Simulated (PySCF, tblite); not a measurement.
# C₄H₁₃BSi₂: geometry, infrared bands and NMR shifts

Wanted: the infrared bands and NMR shifts of C₄H₁₃BSi₂ (`CB(C)[SiH]1C[SiH2]C1`), by calculation.

Computed with tblite 0.8.0 and PySCF 2.14.0, with density-fitted response routines of our own, on a single molecule in the gas phase. Atoms count from 0, in the outputs and in this text.

## 1. The molecule as given

20 atoms, charge 0, multiplicity 1; geometry from: force field or distance geometry start.

Bonds of the start (Å): C0–B1 1.59, B1–C2 1.62, B1–Si3 1.92, Si3–C4 1.86, C4–Si5 1.85, Si5–C6 1.87, C6–Si3 1.84, C0–H7 1.11, C0–H8 1.11, C0–H9 1.12, C2–H10 1.12, C2–H11 1.08, C2–H12 1.11, Si3–H13 1.48, C4–H14 1.09, C4–H15 1.12, Si5–H16 1.47, Si5–H17 1.48, C6–H18 1.10, C6–H19 1.12.

## 2. Relaxing the molecule with GFN2-xTB

Job settings and geometry (Å):

```
{"job": {"kind": "relax", "xc": "GFN2-xTB", "basis": "xTB"}, "charge": 0, "multiplicity": 1}
C      1.246800     1.040400     1.266300
B      1.132800    -0.369800     0.534900
C      2.539200    -0.900900    -0.059700
Si    -0.412500    -0.963500    -0.439900
C     -1.009800     0.418800    -1.533800
Si    -2.073000     0.944300    -0.112500
C     -2.053400    -0.857300     0.395600
H      0.725600     1.077400     2.247000
H      0.934700     1.850900     0.581000
H      2.318600     1.257600     1.502500
H      2.492100    -0.898500    -1.175600
H      2.646500    -1.924700     0.283000
H      3.352600    -0.219200     0.266900
H     -0.247800    -2.255700    -1.135500
H     -0.201700     1.081300    -1.847400
H     -1.658300     0.009400    -2.351100
H     -1.446500     1.797500     0.907400
H     -3.367700     1.422900    -0.644000
H     -2.100000    -1.056100     1.479300
H     -2.823200    -1.444000    -0.167600
```

On the command line:

```bash
> OMP_NUM_THREADS=1 python probes_run.py task.json out
```

One launch serves the whole session: the jobs run in the order shown.

**Question.** This job is followed by: GFN2-xTB harmonic vibrations, gas phase; GIAO PBE0/pcSseg-1 NMR shielding, non-relativistic, gas phase. What will the session give for the following? strongest single infrared mode (GFN2-xTB); zero-point energy (GFN2-xTB); 13C shifts against TMS (PBE0/pcSseg-1, means over atoms taken as alike); 1H shifts against TMS (PBE0/pcSseg-1, means over atoms taken as alike); 11B shifts against BF3·OEt2 (PBE0/pcSseg-1); 29Si shifts against TMS (PBE0/pcSseg-1).

As calculated:

| quantity | value |
| --- | --- |
| strongest single infrared mode (GFN2-xTB) | 2202 cm⁻¹, 486 km/mol |
| zero-point energy (GFN2-xTB) | 96.5 kcal/mol |
| 13C shifts against TMS (PBE0/pcSseg-1, means over atoms taken as alike) | 23.0, -6.9 ppm |
| 1H shifts against TMS (PBE0/pcSseg-1, means over atoms taken as alike) | 5.18, 5.13, 5.05, 1.61, 0.65, 0.09 ppm |
| 11B shifts against BF3·OEt2 (PBE0/pcSseg-1) | 106.9 ppm |
| 29Si shifts against TMS (PBE0/pcSseg-1) | -26.7, -36.9 ppm |

What this shows: Relaxing lowered the energy by 0.917 eV in 94 steps; the close pair that moved most is Si3–C6, from 1.844 to 1.936 Å. The lowest mode is imaginary (64i cm⁻¹), so the xTB geometry is not a minimum. The strongest single mode, at 2202 cm⁻¹, moves mainly H16. GFN2-xTB is a fitted tight-binding method: band positions and strengths are rough. Its intensities can rank the bands wrongly. At PBE0/pcSseg-1: Shielding is most anisotropic at B1 (span 213 ppm, paramagnetic term -201 ppm).
